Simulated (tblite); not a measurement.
# C8H12Si: the cost of one run

Computed with tblite 0.8.0 and PySCF 2.14.0, with density-fitted response routines of our own, on a single molecule in the gas phase. Atoms count from 0, in the outputs and in this text.

## Step 1: The molecule as given

21 atoms, charge 0, multiplicity 1; geometry from: force field or distance geometry start.

Bonds of the start (Å): C0–C1 1.33, C1–C2 1.52, C1–C3 1.50, C3–C4 1.45, C4–C5 1.20, C5–C6 1.47, C3–C7 1.48, C7–Si8 1.77, Si8–C3 2.28, C0–H9 1.08, C0–H10 1.09, C2–H11 1.09, C2–H12 1.08, C2–H13 1.10, C6–H14 1.09, C6–H15 1.08, C6–H16 1.10, C7–H17 1.10, C7–H18 1.09, Si8–H19 1.49, Si8–H20 1.48.

## Step 2: Geometry optimisation with GFN2-xTB

Job settings and geometry (Å):

```
{"job": {"kind": "relax", "xc": "GFN2-xTB", "basis": "xTB"}, "charge": 0, "multiplicity": 1}
C     -2.290700     1.495800    -0.538900
C     -1.325200     0.850600     0.106000
C     -1.044400     1.161100     1.572100
C     -0.389500    -0.111200    -0.567000
C      1.056100    -0.086300    -0.434600
C      2.249100    -0.035900    -0.355500
C      3.711200     0.032700    -0.248600
C     -0.967400    -1.243500    -1.319400
Si    -0.956800    -2.193900     0.173700
H     -2.477000     1.329600    -1.591800
H     -2.938600     2.222300    -0.043900
H     -1.165100     0.271900     2.197000
H     -0.044600     1.558600     1.705800
H     -1.741500     1.919700     1.953800
H      4.118700    -0.930700     0.055800
H      4.157200     0.309600    -1.190400
H      4.014000     0.774300     0.504000
H     -1.956600    -1.093800    -1.771900
H     -0.360900    -1.637800    -2.132300
H     -1.981200    -1.888100     1.211300
H      0.324500    -2.688000     0.714400
```

Command:

```bash
OMP_NUM_THREADS=1 python probes_run.py task.json out
```

The driver reads the jobs from task.json and runs them one after another.

**Question.** How long does this first job take on 1 thread of Arm Neoverse N1, shared host, and how much memory does it need?

About 2.8 s, with a peak of 0.18 GiB.
